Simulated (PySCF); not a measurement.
# BiF3: other functionals and bases at one geometry

How far do other levels of theory move the description of BiF3, and what does each cost? The species was built from a template and needn't be a known compound.

Method: several levels, as the steps say, no spin–orbit coupling; program: PySCF 2.14.0.

4 further runs of the same task are left out: 2 for a known fault of the program, 1 that didn't finish, 1 set aside as unsound or not needed.

**1. Where the work starts**

4 atoms, charge 0, spin multiplicity 1.

Bond lengths: Bi1–F2 2.022 Å, Bi1–F3 2.022 Å, Bi1–F4 2.022 Å. Angles: F2–Bi1–F3 96.4°, F2–Bi1–F4 96.4°, F3–Bi1–F4 96.4°.

As a file:

```
Bi    0.00000    0.00000    0.60077
F     1.74140    0.00000   -0.42753
F    -0.87070    1.50810   -0.42753
F    -0.87070   -1.50810   -0.42753
```

Formal oxidation states: Bi +3. An earlier session relaxed this geometry at r2SCAN, Bi def2-SVP with ECP60, F def2-SVP (singlet, point group C3v).

At r2SCAN on the finer grid: E = -513.962071 Eh, HOMO -8.54 eV, LUMO -2.07 eV, Mulliken charge on Bi1 +1.34 e, largest force component 0.178 eV/Å. 

Levels to run: PBE0; revPBE; BP86; BLYP; r2SCAN, TZVP; r2SCAN, x2c-SVP. Hardware: 2 threads of Arm Neoverse V1, shared host.

**2. PBE0**

The input, run.py (the lines that set the calculation):

```python
mol = gto.M(atom='''
Bi     0.00000     0.00000     0.60077
F      1.74140     0.00000    -0.42753
F     -0.87070     1.50810    -0.42753
F     -0.87070    -1.50810    -0.42753''',
    basis={'Bi': 'def2-SVP', 'F': 'def2-SVP'},
    ecp={'Bi': 'def2-SVP'},
    charge=0, spin=0)
mf = dft.RKS(mol, xc='PBE0')
mf.grids.atom_grid = (75, 302)
mf = mf.density_fit()  # fitting sets: Bi def2-universal-JKFIT, F def2-universal-JKFIT
mf.conv_tol = 1e-08; mf.max_cycle = 55
mf.kernel(dm0)  # dm0: the density of the relaxed state
```

Started as:

```sh
OMP_NUM_THREADS=2 python run.py
```

**3. revPBE**

run.py (the lines that set the calculation): that of step 2 with these lines changed.

```diff
@@ -8,3 +8,3 @@
     charge=0, spin=0)
-mf = dft.RKS(mol, xc='PBE0')
+mf = dft.RKS(mol, xc='PBE_R,PBE')
 mf.grids.atom_grid = (75, 302)
```

**4. BP86**

run.py (the lines that set the calculation): that of step 3 with these lines changed.

```diff
@@ -8,3 +8,3 @@
     charge=0, spin=0)
-mf = dft.RKS(mol, xc='PBE_R,PBE')
+mf = dft.RKS(mol, xc='B88,P86')
 mf.grids.atom_grid = (75, 302)
```

**5. BLYP**

run.py (the lines that set the calculation): that of step 4 with these lines changed.

```diff
@@ -8,3 +8,3 @@
     charge=0, spin=0)
-mf = dft.RKS(mol, xc='B88,P86')
+mf = dft.RKS(mol, xc='BLYP')
 mf.grids.atom_grid = (75, 302)
```

**6. r2SCAN, TZVP**

Basis: Bi def2-TZVP with ECP60, F def2-TZVP. 

The input, run.py (the lines that set the calculation):

```python
mol = gto.M(atom='''
Bi     0.00000     0.00000     0.60077
F      1.74140     0.00000    -0.42753
F     -0.87070     1.50810    -0.42753
F     -0.87070    -1.50810    -0.42753''',
    basis={'Bi': 'def2-TZVP', 'F': 'def2-TZVP'},
    ecp={'Bi': 'def2-TZVP'},
    charge=0, spin=0)
mf = dft.RKS(mol, xc='R2SCAN')
mf.grids.atom_grid = (75, 302)
mf = mf.density_fit()  # fitting sets: Bi def2-universal-JKFIT, F def2-universal-JKFIT
mf.conv_tol = 1e-08; mf.max_cycle = 55
mf.kernel(dm0)  # dm0: free metal ions and neutral atoms
```

**7. r2SCAN, x2c-SVP**

Basis: Bi x2c-SVPall, F x2c-SVPall. All electrons are treated, with the spin-free X2C Hamiltonian.

The input, run.py (the lines that set the calculation):

```python
mol = gto.M(atom='''
Bi     0.00000     0.00000     0.60077
F      1.74140     0.00000    -0.42753
F     -0.87070     1.50810    -0.42753
F     -0.87070    -1.50810    -0.42753''',
    basis={'Bi': 'x2c-SVPall', 'F': 'x2c-SVPall'},
    nucmod='G',
    charge=0, spin=0)
mf = dft.RKS(mol, xc='R2SCAN')
mf.grids.atom_grid = (99, 590)
mf = mf.density_fit()  # fitting sets: Bi AutoAux, F AutoAux
mf = mf.sfx2c1e()
mf.conv_tol = 1e-08; mf.max_cycle = 55
mf.kernel(dm0)  # dm0: free metal ions and neutral atoms
```

Before running it: what results should come out? Wanted: for each run, HOMO; gap; charge on Bi1; dipole; largest force.

The runs gave:

| level | state | HOMO (eV) | gap (eV) | charge on Bi1 (e) | dipole (D) | largest force (eV/Å) | basis functions | time |
| --- | --- | --- | --- | --- | --- | --- | --- | --- |
| r2SCAN (relaxed here) | singlet | -8.54 | 6.47 | 1.34 | 4.89 | 0.18 | 68 | 6.3 s |
| PBE0 | singlet | -9.72 | 8.14 | 1.38 | 5.08 | 0.12 | 68 | 1.4 s |
| revPBE | singlet | -7.96 | 5.85 | 1.22 | 4.59 | 1.04 | 68 | 1.6 s |
| BP86 | singlet | -8.18 | 5.86 | 1.20 | 4.58 | 0.74 | 68 | 1.6 s |
| BLYP | singlet | -7.89 | 5.75 | 1.20 | 4.55 | 1.06 | 68 | 1.7 s |
| r2SCAN, TZVP | singlet | -8.97 | 6.65 | 1.42 | 5.02 | 0.78 | 143 | 8.2 s |
| r2SCAN, x2c-SVP | singlet | -8.56 | 6.51 | 1.39 | 4.86 | 0.64 | 104 | 15 s |

Times are on 2 threads of Arm Neoverse V1, shared host; the first row also made further properties.

In one basis the HOMO–LUMO gap runs from 5.75 eV (BLYP) to 8.14 eV (PBE0). The largest leftover force, 1.06 eV/Å with BLYP, stands at a geometry relaxed at another level. The Mulliken charge on Bi spans +1.20 to +1.42 e over the levels. Total energies of different levels can't be compared. Spin–orbit coupling is left out throughout.
